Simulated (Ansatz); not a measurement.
# Cl₂H₂OSn: one species, many methods

An exercise on one series of results from a longer session: the logs are not shown, and one member is left open.

Program: Ansatz 0.2.0, Gaussian basis. Level of theory: functionals in def2-TZVPP, the program's frozen cores in correlated methods. These are calculated values, not measurements.

Plan: LDA (SPW92), PBE-D4, revPBE-D4, BLYP-D4, r2SCAN-D4, B97M-V, PBE0-D4, B3LYP-D4, r2SCANh-D4, r2SCAN0-D4, HSE06-D4, BHLYP-D4, CAM-B3LYP-D4, LC-ωPBE, ωB97X-V, ωB97M-V, B2PLYP, PBE-QIDH; CCSD(T)/def2-SVP; CCSD(T)/def2-TZVPP; CCSD(T)/def2-QZVPP; extrapolation to the limit; RPA on PBE.

1 further run of the same task is left out (it didn't finish).

## The geometry

The geometry comes from an earlier relaxation with PBE0-D4 in a triple-zeta def2 set; it is a stationary point. Sn takes the def2 core potential; no spin-orbit term is included.

SMILES `[OH][SnH]([Cl])[Cl]`, 6 atoms, charge 0, spin multiplicity 1.

Atoms are counted from 1 here; the program's logs count them from 0.

Bond lengths: O1–Sn2 1.938 Å, O1–H5 0.961 Å, Sn2–Cl3 2.310 Å, Sn2–Cl4 2.310 Å, Sn2–H6 1.688 Å. Angles: Sn2–O1–H5 113.7°, O1–Sn2–Cl3 108.3°, O1–Sn2–Cl4 108.3°, O1–Sn2–H6 109.2°, Cl3–Sn2–Cl4 105.9°, Cl3–Sn2–H6 112.4°, Cl4–Sn2–H6 112.5°.

Set-up of the first run:

in.yaml reads:

```yaml
crystal:
  periodic: [false, false, false]
  atoms:
    - {symbol: O, position_ang: [0.093623, 1.311334, -0.880381]}
    - {symbol: Sn, position_ang: [0.037731, -0.096961, 0.449959]}
    - {symbol: Cl, position_ang: [1.666632, -1.651217, -0.067932]}
    - {symbol: Cl, position_ang: [-1.980782, -1.203099, 0.251455]}
    - {symbol: H, position_ang: [-0.030686, 0.998437, -1.780751]}
    - {symbol: H, position_ang: [0.255682, 0.577505, 1.981549]}
basis:
  gaussian: {orbitals: def2-TZVPP}
hamiltonian: {xc: lda}
output: {orbitals: {seedname: orbitals}}
```

The run is started by

```
$ ansatz run in.yaml --threads 2 --pin off --events-out ev --progress --plain --max-ram 32768MiB --backend cpu
```

Steps of the session up to this table: LDA; PBE-D4 (GGA); revPBE-D4 (GGA); BLYP-D4 (GGA); r2SCAN-D4 (meta-GGA); B97M-V (meta-GGA); PBE0-D4 (hybrid); B3LYP-D4 (hybrid); r2SCANh-D4 (hybrid); r2SCAN0-D4 (hybrid); HSE06-D4 (hybrid); BHLYP-D4 (hybrid); CAM-B3LYP-D4 (range-separated); LC-ωPBE (range-separated); ωB97X-V (range-separated); ωB97M-V (range-separated); B2PLYP (double hybrid); PBE-QIDH (double hybrid).

One table of the session follows, with a row left open; its other results are not shown here.

It belongs to the step «Frontier levels by functional». 

| functional | HOMO (eV) | LUMO (eV) | gap (eV) |
| --- | --- | --- | --- |
| LDA (SPW92) | -7.82 | -3.03 | 4.79 |
| PBE-D4 | -7.64 | -2.76 | 4.89 |
| revPBE-D4 | -7.58 | -2.66 | 4.92 |
| BLYP-D4 | -7.51 | -2.72 | 4.79 |
| r2SCAN-D4 | -8.05 | -2.53 | 5.52 |
| B97M-V | -8.14 | -2.48 | 5.66 |
| PBE0-D4 | -9.24 | -1.81 | 7.42 |
| B3LYP-D4 | -8.94 | -2.14 | 6.80 |
| r2SCANh-D4 | -8.64 | -2.19 | 6.46 |
| r2SCAN0-D4 | -9.50 | -1.67 | 7.83 |
| HSE06-D4 | -8.83 | -2.19 | 6.64 |
| BHLYP-D4 | -10.56 | -0.84 | 9.72 |
| CAM-B3LYP-D4 | -10.63 | -0.81 | 9.82 |
| LC-ωPBE | ? | ? | ? |
| ωB97X-V | -11.70 | 0.34 | 12.04 |
| ωB97M-V | -11.54 | 0.20 | 11.74 |

Q: Estimate the row for LC-ωPBE from the others.

As computed: HOMO (eV): -12.10; LUMO (eV): 0.47; gap (eV): 12.57. In the column «HOMO (eV)» it is the lowest.
